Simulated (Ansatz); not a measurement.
**AlGeF (triplet): wave-function methods side by side at distance Al2–Ge3 = 3.904 Å, cc-pVDZ**

Aim: climb from Hartree-Fock through coupled cluster and multireference methods for AlGeF (triplet) at one geometry and basis, and see what each rung misses.

The runs use Ansatz 0.2.0, Gaussian basis; cc-pVDZ, core rule «outside noble gas», up to 20 orbitals frozen.

To be run: UHF; CCSD(T) on ROHF; CCSD(T) on UHF; BCCD(T) on ROHF; CISD; CCSDT(Q) on ROHF; CCSDT(Q) on UHF; CASSCF and MRCISD+Q, 4 electrons in 4 orbitals; CASSCF and NEVPT2, 4 electrons in 4 orbitals.

36 further runs of the same task are left out: 11 for a known fault of the program, 18 that didn't finish, 7 set aside as unsound or not needed.

## (1) The geometry

The geometry derives from a PBE0/def2-TZVP stationary point (not a proven minimum). One bond is set to the value named and the two fragments are kept rigid. No spin-orbit coupling is included. The filled d shell of Ge may be among the frozen orbitals whatever the setting's name suggests; the logs give the count.

3 atoms, charge 0, spin multiplicity 3.

Atoms are counted from 1 here; the program's logs count them from 0.

Bond lengths: F1–Al2 1.648 Å.

As a file:

```xyz
3
charge 0, multiplicity 3
F     0.0000    0.0000   -2.4001
Al    0.0000    0.0000   -0.7519
Ge    0.0000    0.0000    3.1521
```

## (2) UHF

Contents of in.yaml:

```yaml
crystal:
  periodic: [false, false, false]
  atoms:
    - {symbol: F, position_ang: [0.000000, 0.000000, -2.400133]}
    - {symbol: Al, position_ang: [0.000000, 0.000000, -0.751933]}
    - {symbol: Ge, position_ang: [0.000000, 0.000000, 3.152067]}
basis:
  gaussian: {orbitals: cc-pVDZ}
magnetization: {spin_polarized: true, initial_magnetization: 2}
hamiltonian: {xc: hf}
output: {orbitals: {seedname: orbitals}}
```

Command:

```console
ansatz run in.yaml --threads 1 --pin off --events-out ev --progress --plain --max-ram 2393MiB
```

After this run come: CCSD(T) on ROHF; CCSD(T) on UHF; BCCD(T) on ROHF; CISD; CCSDT(Q) on ROHF; CCSDT(Q) on UHF; CASSCF and MRCISD+Q, 4 electrons in 4 orbitals; CASSCF and NEVPT2, 4 electrons in 4 orbitals.

**Question.** What will the summary of the whole plan be? Wanted: UCCSDT(Q) below the RHF energy; RMP2 from UCCSDT(Q); UMP2 from UCCSDT(Q); RCCSD from UCCSDT(Q); RCCSD(T) from UCCSDT(Q); UCCSD(T) from UCCSDT(Q); RCCSDT(Q) from UCCSDT(Q); NEVPT2 pair from UCCSDT(Q); MRCISD+Q pair from UCCSDT(Q).

**Answer**, as computed:

| quantity | value |
| --- | --- |
| UCCSDT(Q) below the RHF energy | -8.5811 eV |
| RMP2 from UCCSDT(Q) | +954.9 meV |
| UMP2 from UCCSDT(Q) | +943.1 meV |
| RCCSD from UCCSDT(Q) | +190.9 meV |
| RCCSD(T) from UCCSDT(Q) | +44.9 meV |
| UCCSD(T) from UCCSDT(Q) | +35.8 meV |
| RCCSDT(Q) from UCCSDT(Q) | +11.5 meV |
| NEVPT2 pair from UCCSDT(Q) | +929.6 meV |
| MRCISD+Q pair from UCCSDT(Q) | +170.1 meV |
| levels within 1 kcal/mol (43 meV) | UCCSD(T), BCCD(T), RCCSDT, UCCSDT, RCCSDT(Q) |
| T1 diagnostic | 0.018 |

What this shows: RCCSD(T) lands +44.9 meV from the yardstick (0.5 % of the correlation energy). Of the multireference levels listed MRCISD+Q pair comes nearest in total energy (+170.1 meV), which doesn't show that its space is the better one. These misses are within one basis, not against nature; the frozen cores of restricted and unrestricted runs differ, which can shift their rows.
